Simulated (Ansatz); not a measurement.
# Pd (Palladium): the cost of one run

Computed with Ansatz 0.2.0 through its Python package. The levels of theory stand in the script.

## Step 1: Starting point

It takes space group Fm-3m (No. 225, cubic). Conventional cell: a = 3.893 Å, b = 3.893 Å, c = 3.893 Å, α = 90.00°, β = 90.00°, γ = 90.00°. Around Pd (site symmetry m-3m) lie 12 Pd at 2.75 Å.

No structure file is read: the coordinates are typed or built in the script.

## Step 2: Script

Input file lattice_pd.py:

```python
"""How the lattice of Pd depends on the functional."""

import warnings

import ansatz as az
from ase import Atoms
import numpy as np

def edges_and_angles(cell):
    cell = np.asarray(cell)
    a, b, c = np.linalg.norm(cell, axis=1)
    cosines = cell[1] @ cell[2] / (b * c), cell[0] @ cell[2] / (a * c), cell[0] @ cell[1] / (a * b)
    return (a, b, c, *np.degrees(np.arccos(cosines)))

warnings.simplefilter("ignore", az.DeckWarning)

atoms = Atoms(
    ["Pd"],
    scaled_positions=[
        [0.0, 0.0, 0.0],
    ],
    cell=[
        [0.0, 1.9465, 1.9465],
        [1.9465, 0.0, 1.9465],
        [1.9465, 1.9465, 0.0],
    ],
    pbc=True,
)
crystal = az.Crystal.from_ase(atoms)

calc = crystal.calculation()
calc = calc.basis(550)
calc = calc.kpoints(length=34)
calc = calc.occupations(az.OccupationsMethod.FERMI_DIRAC, width=0.1)
calc = calc.scf(tolerance=1e-10)
calc = calc.relax(cell=True)

levels = [("pbe", "none"), ("pbe", "d3bj"), ("r2scan", "rvv10")]
print("level            a       b       c    alpha   beta  gamma  V/atom  steps")
for name, dispersion in levels:
    seen = []
    run = calc.functional(name, dispersion=dispersion).session().plan()
    done = run.execute(on_event=lambda e: seen.append(e) if e["event"] == "relax_step" else None)
    cell = done.lattice.cell_ang
    label = name if dispersion == "none" else f"{name}+{dispersion}"
    print("{:13s} {:7.4f} {:7.4f} {:7.4f} {:6.2f} {:6.2f} {:6.2f}".format(label, *edges_and_angles(cell)), f"{abs(np.linalg.det(cell)) / len(done.lattice.sites):7.3f} {len(seen):5d}")
```

## Step 3: What the engine is handed

The engine receives this input (first run):

```yaml
crystal:
  lattice:
    - [0.0, 1.9465, 1.9465]
    - [1.9465, 0.0, 1.9465]
    - [1.9465, 1.9465, 0.0]
  atoms:
    - { symbol: Pd, position: [0.0, 0.0, 0.0] }
basis:
  ecutwfc: 550.0
kpoints:
  mp_grid:
    grid: [15, 15, 15]
hamiltonian:
  xc: pbe
  dispersion: none
scf:
  convergence:
    dr2_threshold: 1.0e-10
  occupations:
    method: fermi_dirac
    width: 0.1
relax:
  cell: {}
```

## Step 4: Running it

Run with:

```
> python lattice_pd.py
```

Q: Estimate wall time and peak memory on 1 thread of Arm Neoverse V2, shared host.

About 30 s, with a peak of 0.47 GiB.
